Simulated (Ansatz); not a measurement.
The system is GeW.

```xyz
2
Lattice="0.0000 2.5776 2.5776 2.5776 0.0000 2.5776 2.5776 2.5776 0.0000" Properties=species:S:1:pos:R:3 pbc="T T T"
Ge    2.5776    2.5776    2.5776
W     0.0000    0.0000    0.0000
```

The cell was built by a generator and needn't be a form met in nature.

```yaml
Program: Ansatz 0.2.0
Task: relaxation of cell and atoms
Functional: HSE03
Potentials_or_basis: Ansatz PAW
Cutoff: "420 eV (not typed: the program's choice for these potentials)"
k_mesh: 5 × 5 × 5
Occupations: fermi-dirac, width 0.05 eV
Spin: no spin polarisation
```

At the start: volume 17.13 Å³/atom.

Question: How do energy, volume and symmetry change on relaxing?

Answer: It ends after 5 steps and the volume is 16.69 Å³/atom (-2.5 %); space group Fm-3m (No. 225, to 0.05 Å).

Step by step:
| step | energy change (eV) | largest force (eV/Å) | volume (Å³) |
| --- | --- | --- | --- |
| 1 | 0.0000 | 0.0000 | 34.25 |
| 2 | -0.0049 | 0.0000 | 32.71 |
| 3 | -0.0131 | 0.0000 | 33.41 |
| 4 | -0.0131 | 0.0000 | 33.38 |
| 5 | -0.0128 | 0.0000 | 33.38 |

Final structure:
```
Ge W
1.0
     0.00000    2.55568    2.55568
     2.55568    0.00000    2.55568
     2.55568    2.55568    0.00000
Ge W
1 1
Direct
  0.50000 0.50000 0.50000
  0.00000 0.00000 0.00000
```

Caveat: the k mesh is coarse (spacing up to 0.42 Å⁻¹), so the values aren't converged, least of all with exact exchange; the plane-wave basis is chosen anew once the cell has moved, so the energies of steps on either side of that aren't comparable; the PAW data sets come from PBE, with cores solved anew for the run's functional, which leaves a small shift of forces and pressure.
